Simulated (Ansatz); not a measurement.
**CH₃BN₂: up Jacob's ladder to CCSD(T)**

One table from this session's results is given with a row withheld; the runs are named, their logs left out.

The runs use Ansatz 0.2.0, Gaussian basis; functionals in def2-TZVPP, the program's frozen cores in correlated methods.

The runs, in order: LDA (SPW92), PBE-D4, revPBE-D4, BLYP-D4, r2SCAN-D4, B97M-V, PBE0-D4, B3LYP-D4, r2SCANh-D4, r2SCAN0-D4, HSE06-D4, BHLYP-D4, CAM-B3LYP-D4, LC-ωPBE, ωB97X-V, ωB97M-V, B2PLYP, PBE-QIDH; CCSD(T)/def2-SVP; CCSD(T)/def2-TZVPP; MP2/def2-QZVPP; extrapolation to the limit; RPA on PBE.

### The geometry

An earlier PBE0-D4 in a triple-zeta def2 set relaxation fixed the geometry.

SMILES `BN=C=N`, 7 atoms, charge 0, spin multiplicity 1.

Atoms are counted from 1 here; the program's logs count them from 0.

Bond lengths: B1–N2 1.387 Å, B1–H5 1.196 Å, B1–H6 1.195 Å, N2–C3 1.196 Å, C3–N4 1.220 Å, N4–H7 1.011 Å. Angles: N2–B1–H5 119.1°, N2–B1–H6 119.0°, H5–B1–H6 122.0°, B1–N2–C3 177.0°, N2–C3–N4 172.9°, C3–N4–H7 119.0°.

Coordinates:

```
atom    x (Å)    y (Å)    z (Å)
  B1  -0.8685   1.2886   0.1002
  N2  -0.1695   0.0911   0.0638
  C3   0.4774  -0.9131  -0.0014
  N4   1.0262  -2.0030   0.0128
  H5  -0.4011   2.2503  -0.4355
  H6  -1.9204   1.3278   0.6665
  H7   1.9175  -2.1097  -0.4519
```

The first run:

File in.yaml:

```yaml
crystal:
  periodic: [false, false, false]
  atoms:
    - {symbol: B, position_ang: [-0.868512, 1.288620, 0.100163]}
    - {symbol: N, position_ang: [-0.169525, 0.091130, 0.063831]}
    - {symbol: C, position_ang: [0.477354, -0.913059, -0.001388]}
    - {symbol: N, position_ang: [1.026236, -2.002988, 0.012782]}
    - {symbol: H, position_ang: [-0.401147, 2.250332, -0.435533]}
    - {symbol: H, position_ang: [-1.920441, 1.327778, 0.666453]}
    - {symbol: H, position_ang: [1.917534, -2.109714, -0.451908]}
basis:
  gaussian: {orbitals: def2-TZVPP}
hamiltonian: {xc: lda}
output: {orbitals: {seedname: orbitals}}
```

On the command line:

```sh
$ ansatz run in.yaml --threads 2 --pin off --events-out ev --progress --plain --max-ram 4352MiB
```

Steps of the session up to this table: LDA; PBE-D4 (GGA); revPBE-D4 (GGA); BLYP-D4 (GGA); r2SCAN-D4 (meta-GGA); B97M-V (meta-GGA); PBE0-D4 (hybrid); B3LYP-D4 (hybrid); r2SCANh-D4 (hybrid); r2SCAN0-D4 (hybrid); HSE06-D4 (hybrid); BHLYP-D4 (hybrid); CAM-B3LYP-D4 (range-separated); LC-ωPBE (range-separated); ωB97X-V (range-separated); ωB97M-V (range-separated); B2PLYP (double hybrid); PBE-QIDH (double hybrid).

One of the session's tables, all rows but one given; the rest of the session is left out.

It belongs to the step «Frontier levels by functional». 

```
  functional  HOMO (eV)  LUMO (eV)  gap (eV)
 LDA (SPW92)      -6.78      -2.68      4.10
      PBE-D4      -6.68      -2.41      4.27
   revPBE-D4      -6.64      -2.31      4.34
     BLYP-D4      -6.58      -2.26      4.32
   r2SCAN-D4      -6.94      -2.08      4.85
      B97M-V      -7.02      -2.09      4.92
     PBE0-D4      -7.97      -1.47      6.51
    B3LYP-D4      -7.77      -1.68      6.09
  r2SCANh-D4      -7.42      -1.76      5.66
  r2SCAN0-D4      -8.15      -1.27      6.88
    HSE06-D4      -7.58      -1.85      5.73
    BHLYP-D4      -9.20      -0.44      8.76
CAM-B3LYP-D4      -9.31      -0.40      8.91
     LC-ωPBE          ?          ?         ?
     ωB97X-V     -10.27       0.69     10.96
     ωB97M-V     -10.16       0.49     10.65
```

Q: Estimate the row for LC-ωPBE from the others.

**Answer.** HOMO (eV): -10.61; LUMO (eV): 0.74; gap (eV): 11.35. In the column «HOMO (eV)» it is the lowest.
